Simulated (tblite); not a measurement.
**C5H5Al (SMILES C#[C][Al]([CH3])[C]#C) at GFN1-xTB**

Wanted: a geometry optimisation of C5H5Al. 

The results are computed with tblite 0.8.0.

15 further runs of the same task are left out: 15 set aside as unsound or not needed.

## (1) Starting point

C5H5Al: 11 atoms, total charge 0, spin state singlet. As SMILES, `C#[C][Al]([CH3])[C]#C`. The shape is that of a PBE0-D4/def2-TZVP optimisation. The run starts from this shape.

Bond lengths: C1–C2 1.211 Å, C2–Al3 1.906 Å, Al3–C4 1.937 Å, Al3–C5 1.905 Å, C5–C6 1.211 Å, C1–H7 1.067 Å, C4–H8 1.095 Å, C4–H9 1.092 Å, C4–H10 1.095 Å, C6–H11 1.067 Å. Some angles: C1–C2–Al3 178.5°, C2–Al3–C4 120.8°, C2–Al3–C5 117.1°, C4–Al3–C5 122.1°, Al3–C5–C6 178.6°, C2–C1–H7 179.7°, Al3–C4–H8 110.7°, Al3–C4–H9 112.6°, Al3–C4–H10 110.7°, C5–C6–H11 179.7°.

## (2) A structure relaxation at GFN1-xTB

Contents of input.xyz:

```xyz
11

C      2.757900    -0.681400    -1.203500
C      1.674200    -0.413100    -0.735300
Al    -0.014400    -0.002900     0.046800
C     -0.265900    -0.093800     1.965100
C     -1.422200     0.494300    -1.136900
C     -2.335300     0.813300    -1.864900
H      3.710800    -0.916400    -1.621500
H     -0.040800    -1.098400     2.337400
H     -1.284000     0.160900     2.266500
H      0.421700     0.586700     2.477600
H     -3.136700     1.093700    -2.510600
```

Contents of script.py:

```python
import json
import numpy as np
from tblite.interface import Calculator
from tblite.interface import symbols_to_numbers
from scipy.optimize import minimize

symbols = list(map(str, np.loadtxt("input.xyz", skiprows=2, usecols=0, dtype=str, ndmin=1)))
numbers = np.array(symbols_to_numbers(symbols))
positions = np.loadtxt("input.xyz", skiprows=2, usecols=(1, 2, 3), ndmin=2) / 0.52917721

calculator = Calculator("GFN1-xTB", numbers, positions, charge=0, uhf=0)
calculator.set("verbosity", 0)
calculator.set("accuracy", 0.01)
last, frames, energies, grads = [None], [], [], []

def fun(x):
    calculator.update(x.reshape(-1, 3))
    last[0] = calculator.singlepoint(last[0])
    return float(last[0].get('energy')), last[0].get('gradient').ravel()

def show(x):
    e, g = fun(x)
    frames.append(x.reshape(-1, 3).tolist())
    energies.append(e)
    grads.append(g.reshape(-1, 3).tolist())
    print(f"{len(energies) - 1:4d} {e:16.9f} {np.abs(g).max():12.3e} {np.linalg.norm(g):12.3e}")

print("step      energy/Eh       max grad     grad norm")
show(positions.ravel())
opt = minimize(fun, positions.ravel(), jac=True, method="BFGS", callback=show, options={"gtol": 3e-05, "maxiter": 500})
print("converged:", opt.success, "-", opt.message)
fun(opt.x)
sp = last[0]
final = opt.x.reshape(-1, 3)
print("final geometry (angstrom)")
for s, p in zip(symbols, final * 0.529177210903):
    print(f"{s:<2} {p[0]:12.6f} {p[1]:12.6f} {p[2]:12.6f}")
print(f"Energy: {sp.get('energy') * 627.5095:.8f} kcal/mol")
eps = np.atleast_2d(sp.get("orbital-energies")) * 27.211386
occ = np.atleast_2d(sp.get("orbital-occupations"))
filled = occ.sum(axis=0) if eps.shape[0] == 1 else occ[0]
homo = np.nonzero(filled > 0.5)[0].max()
print("  MO   occupation   energy/eV")
for i in range(max(0, homo - 4), min(eps.shape[1], homo + 5)):
    print(f"{i + 1:4d} {filled[i]:10.4f} {eps[0, i]:12.4f}")
mu = sp.get("dipole") * 2.541746
print(f"dipole: {np.linalg.norm(mu):.4f} D, components " + " ".join(f"{c:.4f}" for c in mu))
q = sp.get("charges")
print("Charges:", " ".join(f"{s}{i + 1}={c:+.4f}" for i, (s, c) in enumerate(zip(symbols, q))))
out = {k: np.asarray(sp.get(k)).tolist() for k in ("energy", "gradient", "charges", "dipole", "orbital-energies", "orbital-occupations")}
out.update(symbols=symbols, positions=(positions * 0.529177210903).tolist(), final=final.tolist(), frames=frames, step_energies=energies, grads=grads, success=bool(opt.success))
json.dump(out, open("results.json", "w"))
```

On the command line:

```sh
$ python script.py
```

Q: Predict the results. Wanted: total energy at the end; dipole moment; HOMO energy; LUMO energy; HOMO–LUMO gap.

Computed results:

Level: GFN1-xTB.

```
               quantity         value
total energy at the end  -14.38485 Eh
          dipole moment        1.53 D
            HOMO energy     -11.69 eV
            LUMO energy      -6.23 eV
          HOMO–LUMO gap       5.46 eV
```

At the final geometry: Bond lengths: C1–C2 1.212 Å, C2–Al3 1.940 Å, Al3–C4 1.960 Å, Al3–C5 1.939 Å, C5–C6 1.212 Å, C1–H7 1.065 Å, C4–H8 1.097 Å, C4–H9 1.095 Å, C4–H10 1.097 Å, C6–H11 1.065 Å. Some angles: C1–C2–Al3 178.9°, C2–Al3–C4 122.1°, C2–Al3–C5 114.2°, C4–Al3–C5 123.6°, Al3–C5–C6 178.8°, C2–C1–H7 179.8°, Al3–C4–H8 111.0°, Al3–C4–H9 113.1°, Al3–C4–H10 111.0°, C5–C6–H11 179.8°. The optimisation took 48 steps and changed the energy by -0.026 eV.
